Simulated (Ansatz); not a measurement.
# B2FH4NSi: the cost of one run

Computed with Ansatz 0.2.0, Gaussian basis. Level: the settings change from run to run.

**1. The relaxed structure**

The geometry comes from an earlier relaxation with PBE0-D4 in a triple-zeta def2 set; it is a stationary point, not always the lowest conformer.

SMILES `NB1[SiH2]B1F`, 9 atoms, charge 0, spin multiplicity 1.

Atoms are counted from 1 here; the program's logs count them from 0.

Bond lengths: N1–B2 1.368 Å, N1–H6 1.009 Å, N1–H7 1.007 Å, B2–Si3 2.215 Å, B2–B4 1.591 Å, Si3–B4 1.935 Å, Si3–H8 1.491 Å, Si3–H9 1.486 Å, B4–F5 1.333 Å. Angles: B2–N1–H6 122.2°, B2–N1–H7 123.9°, H6–N1–H7 113.9°, N1–B2–Si3 126.3°, N1–B2–B4 164.6°, Si3–B2–B4 58.4°, B2–Si3–B4 44.4°, B2–Si3–H8 144.3°, B2–Si3–H9 88.9°, B4–Si3–H8 130.6°, B4–Si3–H9 118.1°, H8–Si3–H9 111.0°, B2–B4–Si3 77.2°, B2–B4–F5 135.9°, Si3–B4–F5 130.9°.

**2. PBE0-DH/aug-cc-pVTZ**

Set apart from the defaults: charge +1, multiplicity 2, density fitting with def2-universal-jkfit, the search for lower states set to full.

in.yaml

```yaml
crystal:
  periodic: [false, false, false]
  atoms:
    - {symbol: N, position_ang: [-0.198027, 1.763665, -0.010639]}
    - {symbol: B, position_ang: [-0.036420, 0.502715, -0.516621]}
    - {symbol: Si, position_ang: [0.023533, -1.380189, 0.648191]}
    - {symbol: B, position_ang: [0.557798, -0.838880, -1.130772]}
    - {symbol: F, position_ang: [0.473524, -1.476007, -2.299107]}
    - {symbol: H, position_ang: [0.380762, 2.537569, -0.299379]}
    - {symbol: H, position_ang: [-0.888349, 2.006520, 0.680513]}
    - {symbol: H, position_ang: [-0.783057, -2.547448, 1.106563]}
    - {symbol: H, position_ang: [0.558637, -0.614146, 1.804154]}
basis:
  gaussian: {orbitals: aug-cc-pVTZ, fitting: {mean_field: def2-universal-jkfit}}
total_charge: 1
magnetization: {spin_polarized: true, initial_magnetization: 1}
hamiltonian: {xc: {name: PBE0-DH}}
scf: {lower_state_search: full}
```

Started as:

```sh
$ ansatz run in.yaml --threads 2 --pin off --events-out ev --progress --plain --max-ram 4352MiB
```

Q: Estimate wall time and peak memory on 2 threads of AMD EPYC 7R43, shared host.

About 59 s, with a peak of 0.81 GiB.
